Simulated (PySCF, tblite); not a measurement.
**C8H9B: geometry, infrared bands, NMR shifts and electronic excitations**

Aim: predict the infrared bands, NMR shifts and electronic excitations of C8H9B (`C#C/C=C/CBC#CC`).

Programs: tblite 0.8.0 and PySCF 2.14.0, with density-fitted response routines of our own. Each step states its level of theory. These are calculated values for one molecule in the gas phase, unless marked as measured. Atoms count from 0, in the outputs and in this text.

## 1. Starting geometry

18 atoms, charge 0, multiplicity 1; geometry from: force field or distance geometry start.

Bonds of the start (Å): C0–C1 1.24, C1–C2 1.43, C2–C3 1.33, C3–C4 1.48, C4–B5 1.58, B5–C6 1.55, C6–C7 1.20, C7–C8 1.47, C0–H9 1.05, C2–H10 1.11, C3–H11 1.09, C4–H12 1.10, C4–H13 1.10, B5–H14 1.20, C8–H15 1.10, C8–H16 1.10, C8–H17 1.10.

## 2. Relaxing the molecule with GFN2-xTB

Job settings and geometry (Å):

```
{"job": {"kind": "relax", "xc": "GFN2-xTB", "basis": "xTB"}, "charge": 0, "multiplicity": 1}
C      5.257000    -0.446000    -0.882100
C      4.024000    -0.435900    -0.974400
C      2.593500    -0.430300    -1.038900
C      1.831200    -0.770500     0.001800
C      0.359800    -0.723800    -0.189300
B     -0.383000     0.271500     0.787400
C     -1.929100     0.241500     0.707700
C     -3.129500     0.203100     0.644700
C     -4.589700     0.126600     0.542100
H      6.300700    -0.460800    -0.792800
H      2.088200    -0.126500    -1.977000
H      2.288300    -1.083500     0.944900
H      0.089100    -0.466400    -1.228400
H     -0.015100    -1.732800     0.051800
H      0.040000     0.296100     1.914700
H     -4.873100     0.568300    -0.426900
H     -4.854900    -0.946100     0.543400
H     -5.106200     0.657200     1.359600
```

Run with:

```bash
> OMP_NUM_THREADS=1 python probes_run.py task.json out
```

One launch serves the whole session: the jobs run in the order shown.

**Question.** This job is followed by: GFN2-xTB harmonic vibrations, gas phase; PBE0-D3(BJ)/def2-SVP geometry optimisation, gas phase; GIAO PBE0/pcSseg-1 NMR shielding, non-relativistic, gas phase; TDDFT CAM-B3LYP/def2-SVPD, vertical, gas phase, core orbitals frozen in the response; GIAO HF/pcSseg-1 NMR shielding, non-relativistic, gas phase. What will the session give for the following? strongest single infrared mode (GFN2-xTB); zero-point energy (GFN2-xTB); point group; rotational constants (main isotopes); 13C shifts against TMS (PBE0/pcSseg-1); 1H shifts against TMS (PBE0/pcSseg-1, means over atoms taken as alike); 11B shifts against BF3·OEt2 (PBE0/pcSseg-1); lowest singlet (CAM-B3LYP/def2-SVPD); brightest single state of those computed; lowest triplet; vertical ionisation energy (ΔSCF); vertical electron affinity (ΔSCF); range of the shift of C6.

**Answer**, as computed:

| quantity | value |
| --- | --- |
| strongest single infrared mode (GFN2-xTB) | 2304 cm⁻¹, 292 km/mol |
| zero-point energy (GFN2-xTB) | 85.0 kcal/mol |
| point group | C1 |
| rotational constants (main isotopes) | 7.99, 0.42, 0.41 GHz |
| 13C shifts against TMS (PBE0/pcSseg-1) | 155.7, 145.5, 113.9, 96.6, 85.3, 84.9, 43.7, 7.6 ppm |
| 1H shifts against TMS (PBE0/pcSseg-1, means over atoms taken as alike) | 6.84, 6.44, 5.41, 2.88, 2.29, 2.29 ppm |
| 11B shifts against BF3·OEt2 (PBE0/pcSseg-1) | 65.2 ppm |
| lowest singlet (CAM-B3LYP/def2-SVPD) | 4.01 eV (309 nm), f = 0.000 |
| brightest single state of those computed | state 3, 5.43 eV, f = 0.462 |
| lowest triplet | 3.39 eV |
| vertical ionisation energy (ΔSCF) | 8.51 eV |
| vertical electron affinity (ΔSCF) | 0.15 eV |
| range of the shift of C6 | 82.5 to 96.6 ppm |

What this shows: Over 92 steps the energy fell by 0.593 eV; of the close pairs, B5–C6 changed most, 1.548 to 1.496 Å (GFN2-xTB). The lowest mode is slightly imaginary (9i cm⁻¹), a soft motion within the noise of the Hessian, so the minimum is not strictly shown. The strongest single mode, at 2304 cm⁻¹, moves mainly C7 and C6. GFN2-xTB is a fitted tight-binding method: band positions and strengths are rough. Its intensities can rank the bands wrongly. Relaxing lowered the energy by 0.297 eV in 14 steps; the close pair that moved most is B5–H14, from 1.166 to 1.212 Å (PBE0/def2-SVP). At PBE0/pcSseg-1: The largest span, 300 ppm, is at C1, where the paramagnetic term is -151 ppm. The first singlet state (HOMO−1→LUMO 0.72, HOMO→LUMO 0.25) lies at 4.01 eV and is dark; of the 10 states computed, the strongest absorption comes from state 3 at 5.43 eV. The lowest triplet lies 0.62 eV below the lowest singlet (triplets in Tamm-Dancoff, singlets in full TDDFT). The orbital energy would give 7.81 eV for ionisation, ΔSCF gives 8.51 eV. In ppm, C6 moves most: its shift spreads over 14.1 ppm, from 82.5 (HF/pcSseg-1) to 96.6 (PBE0/pcSseg-1).
